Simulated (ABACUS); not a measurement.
Crystal: HPbNO4.

```xyz
7
Lattice="4.2753 -0.0004 0.0064 -2.0840 5.2077 -0.0491 -2.1238 -1.8657 4.9149" Properties=species:S:1:pos:R:3 pbc="T T T"
H     2.2338   -1.5247    4.4769
Pb    0.1373    4.0030    0.6652
N    -2.0197    1.5311    2.4473
O     2.2736    4.7756    0.1022
O    -1.9905    2.6889    2.9560
O     2.2225    1.4102    1.1945
O    -2.0163    0.5081    3.1892
```

The cell was built by a generator and needn't be a form met in nature.

Base run:

* Program: ABACUS 3.10.1
* Functional: LDA
* Potentials or basis: PseudoDojo NC SR 0.4.1 LDA stringent
* Cutoff: 1252 eV
* Density cutoff: 5007 eV
* Basis: plane waves
* k mesh: 5 × 4 × 4
* Occupations: fermi-dirac, width 0.05 eV
* Spin: no spin polarisation

Its results: band gap on the k mesh 2.88 eV, indirect (least direct gap 3.10 eV); pressure -5.0 GPa; largest force 0.675 eV/Å.

Problem. The run is repeated on the same cell with these changes: functional from LDA to PBEsol; potentials or basis from PseudoDojo NC SR 0.4.1 LDA stringent to Ansatz NC PBE; valence electrons from 52 to 44. What comes out?

Solution. Band gap on the k mesh 2.96 eV, indirect (least direct gap 3.18 eV); pressure -2.5 GPa; largest force 0.402 eV/Å.

Caveats: spin-orbit coupling is left out, which as a rule narrows the gap of such compounds by several tenths of an eV; an odd mesh through Γ misses points on the zone boundary, where band edges often lie; the potentials were made for another functional, which shifts forces and pressure (some runs).

Not every run made on this cell is shown here.
